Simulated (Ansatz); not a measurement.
# ClH7N2Si2: one species, many methods

One table from this session's results is given with a row withheld; the runs are named, their logs left out.

Computed with Ansatz 0.2.0, Gaussian basis. Level: functionals in def2-TZVPP, the program's frozen cores in correlated methods.

Plan: LDA (SPW92), PBE-D4, revPBE-D4, BLYP-D4, r2SCAN-D4, B97M-V, PBE0-D4, B3LYP-D4, r2SCANh-D4, r2SCAN0-D4, HSE06-D4, BHLYP-D4, CAM-B3LYP-D4, LC-ωPBE, ωB97X-V, ωB97M-V, B2PLYP, PBE-QIDH; CCSD(T)/def2-SVP; CCSD(T)/def2-TZVPP; MP2/def2-QZVPP; extrapolation to the limit; RPA on PBE.

### The geometry

All runs share one geometry, relaxed beforehand with PBE0-D4 in a triple-zeta def2 set.

SMILES `N[Si](N)([SiH3])Cl`, 12 atoms, charge 0, spin multiplicity 1.

Atoms are counted from 1 here; the program's logs count them from 0.

Bond lengths: N1–Si2 1.701 Å, N1–H6 1.009 Å, N1–H7 1.007 Å, Si2–N3 1.706 Å, Si2–Si4 2.342 Å, Si2–Cl5 2.084 Å, N3–H8 1.006 Å, N3–H9 1.007 Å, Si4–H10 1.490 Å, Si4–H11 1.490 Å, Si4–H12 1.487 Å. Angles: Si2–N1–H6 119.8°, Si2–N1–H7 120.8°, H6–N1–H7 111.8°, N1–Si2–N3 106.6°, N1–Si2–Si4 107.9°, N1–Si2–Cl5 115.9°, N3–Si2–Si4 118.7°, N3–Si2–Cl5 103.2°, Si4–Si2–Cl5 104.8°, Si2–N3–H8 120.5°, Si2–N3–H9 120.3°, H8–N3–H9 112.4°, Si2–Si4–H10 110.7°, Si2–Si4–H11 111.0°, Si2–Si4–H12 109.8°, H10–Si4–H11 108.1°, H10–Si4–H12 108.5°, H11–Si4–H12 108.7°.

The first run:

in.yaml reads:

```yaml
crystal:
  periodic: [false, false, false]
  atoms:
    - {symbol: N, position_ang: [-0.822290, 1.569615, -0.292038]}
    - {symbol: Si, position_ang: [-0.423924, 0.041215, 0.339608]}
    - {symbol: N, position_ang: [0.282954, 0.313843, 1.868657]}
    - {symbol: Si, position_ang: [0.812820, -1.108014, -1.283193]}
    - {symbol: Cl, position_ang: [-2.030380, -1.212890, 0.773139]}
    - {symbol: H, position_ang: [-1.302242, 2.241893, 0.287115]}
    - {symbol: H, position_ang: [-1.054146, 1.681305, -1.265598]}
    - {symbol: H, position_ang: [0.259247, -0.401111, 2.576223]}
    - {symbol: H, position_ang: [1.085699, 0.915649, 1.956829]}
    - {symbol: H, position_ang: [2.130913, -0.449927, -1.506250]}
    - {symbol: H, position_ang: [0.085660, -1.140462, -2.583401]}
    - {symbol: H, position_ang: [1.052587, -2.506418, -0.837191]}
basis:
  gaussian: {orbitals: def2-TZVPP}
hamiltonian: {xc: lda}
output: {orbitals: {seedname: orbitals}}
```

The run is started by

```bash
> ansatz run in.yaml --threads 4 --pin off --events-out ev --progress --plain --max-ram 10444MiB
```

Steps of the session up to this table: LDA; PBE-D4 (GGA); revPBE-D4 (GGA); BLYP-D4 (GGA); r2SCAN-D4 (meta-GGA); B97M-V (meta-GGA); PBE0-D4 (hybrid); B3LYP-D4 (hybrid); r2SCANh-D4 (hybrid); r2SCAN0-D4 (hybrid); HSE06-D4 (hybrid); BHLYP-D4 (hybrid); CAM-B3LYP-D4 (range-separated); LC-ωPBE (range-separated); ωB97X-V (range-separated); ωB97M-V (range-separated); B2PLYP (double hybrid); PBE-QIDH (double hybrid).

One of the session's tables, all rows but one given; the rest of the session is left out.

It belongs to the step «Orbital energies across the functionals». 

```
  functional  HOMO (eV)  LUMO (eV)  gap (eV)
 LDA (SPW92)      -6.20      -0.76      5.43
      PBE-D4      -6.06      -0.58      5.48
   revPBE-D4      -6.00      -0.49      5.52
     BLYP-D4      -5.94      -0.42      5.52
   r2SCAN-D4      -6.34      -0.29      6.05
      B97M-V      -6.46      -0.50      5.96
     PBE0-D4      -7.33       0.25      7.58
    B3LYP-D4      -7.12       0.07      7.19
  r2SCANh-D4      -6.81       0.00      6.81
  r2SCAN0-D4      -7.52       0.43      7.94
    HSE06-D4      -6.93      -0.12      6.81
    BHLYP-D4      -8.50       1.14      9.64
CAM-B3LYP-D4          ?          ?         ?
     LC-ωPBE      -9.98       2.40     12.38
     ωB97X-V      -9.65       2.27     11.92
     ωB97M-V      -9.47       1.96     11.42
```

Estimate the missing values for CAM-B3LYP-D4.

**Answer.** HOMO (eV): -8.67; LUMO (eV): 1.29; gap (eV): 9.95. In the column «HOMO (eV)» it lies between ωB97M-V (-9.47) and BHLYP-D4 (-8.50).
